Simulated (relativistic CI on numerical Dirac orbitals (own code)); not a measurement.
**Zr VII (Zr⁶⁺): levels and lines**

The task is the spectrum of Zr⁶⁺: levels, purity of their labels, lifetimes and lines; runs with one setting changed show what the result hangs on. Configuration energies are shifted onto measured levels.

Method: Dirac-Coulomb-Breit CI, KLI orbitals optimised for each configuration, model QED (radiative potential, 1s self-energy scaled to tabulated hydrogen-like ionisation energies), valence Slater integrals scaled by 0.9, configuration energies shifted to the measured levels that pair with them (semi-empirical). Code: relativistic CI on numerical Dirac orbitals (own code) version 4.

### 1 The system

| Item | Value |
| --- | --- |
| ion | Zr⁶⁺ (Zr VII) |
| nuclear charge | 40 |
| electrons | 34 |
| isotope | A = 90 |
| first configuration typed | [Ar] 3d10 4s2 4p4 |

The outer shells:

first configuration typed
```
[Ar] core
3d [↑↓][↑↓][↑↓][↑↓][↑↓]
4s [↑↓]
4p [↑↓][↑ ][↑ ]
```

### 2 Base run

Settings of the run:

```ini
atom Zr  Z=40  charge=6  electrons=34
nucleus A=90  rms_radius_fm=4.2694
hamiltonian dirac-coulomb  breit=on  qed=on  c_scale=1
orbitals kli  potential=per-configuration
slater_scale 0.9
correlation fit
mixing on
configurations
  [Ar] 3d10 4s2 4p4
  [Ar] 3d10 4s 4p5
  [Ar] 3d10 4s2 4p3 4d
  [Ar] 3d10 4s2 4p3 5s
  [Ar] 3d10 4s2 4p3 5p
  [Ar] 3d10 4p6
  [Ar] 3d10 4s2 4p2 4d2
  [Ar] 3d10 4s 4p4 4d
  [Ar] 3d10 4s2 4p3 4f
  [Ar] 3d10 4s 4p4 4f
  [Ar] 3d10 4p4 4d2
  [Ar] 3d10 4s2 4p2 4f2
  [Ar] 3d10 4p5 4d
  [Ar] 3d10 4s2 4p3 5d
  [Ar] 3d10 4s 4p3 4d2
  [Ar] 3d10 4s2 4p3 6s
  [Ar] 3d10 4s 4p4 5s
  [Ar] 3d10 4s2 4p2 4d 4f
  [Ar] 3d10 4s2 4p3 6p
  [Ar] 3d10 4s2 4p3 5f
  [Ar] 3d10 4s2 4p3 5g
  [Ar] 3d10 4s2 4p3 6d
  [Ar] 3d10 4p4 4f2
  [Ar] 3d10 4s 4p4 5p
  [Ar] 3d10 4s2 4p2 4d 5s
  [Ar] 3d10 4s2 4p3 6f
  [Ar] 3d10 4s 4p3 5s2
  [Ar] 3d10 4p5 4f
  [Ar] 3d10 4s 4p4 5d
  [Ar] 3d10 4s 4p3 4d 4f
end
```

Started as:

```sh
> python run_levels.py task.json out
```

The settings of every run stand in task.json; they run in order.

### 4 Slater integrals scaled by 0.8

The settings differ from step 2 so:

```diff
@@ -4,3 +4,3 @@
 orbitals kli  potential=per-configuration
-slater_scale 0.9
+slater_scale 0.8
 correlation fit
```

### 5 Slater integrals scaled by 1

The settings differ from step 4 so:

```diff
@@ -4,3 +4,3 @@
 orbitals kli  potential=per-configuration
-slater_scale 0.8
+slater_scale 1
 correlation fit
```

(Steps that only read results are left out.)

**Question.** What will these runs give? Wanted: lowest level; first excitation; lowest level of the other parity; fastest E1 line; mean error of paired levels.

The runs gave:

| run | time | mean size of shift, levels followed (cm⁻¹) | lowest level | mean error to measured (cm⁻¹) |
| --- | --- | --- | --- | --- |
| main run | 5.2 s | 0 | 4p4 3P2 | 1200 |
| Slater integrals scaled by 0.8 | 8.1 s | 2070 | 4p4 3P2 | - |
| Slater integrals scaled by 1 | 11 s | 1968 | 4p4 3P2 | - |

| quantity | value |
| --- | --- |
| lowest level | 4p4 3P2 |
| first excitation | 4p4 3P0, 12295.7 cm⁻¹ |
| lowest level of the other parity | 4s 4p5 3P°2, 192859 cm⁻¹ |
| levels in the model | 2530 |
| fastest E1 line (by rate) to the lowest level among the lowest 400 of 2530 levels | 28.11 nm, from 4p3 4d 3D°3 (iii) |
| mean error of paired levels | 1200 cm⁻¹ over 51 |

In words: 4p4 3P2 comes out lowest; its LS label holds 88 % and its jj label 88 %; over the low levels the means are 85 and 60 %, so LS coupling describes them better. Of the changes tried, the run «Slater integrals scaled by 0.8» moves the low levels most, by 2070 cm⁻¹ on average. This rung is semi-empirical: its configuration shifts come from the measured levels. Lifetimes count radiative decay inside the model alone.
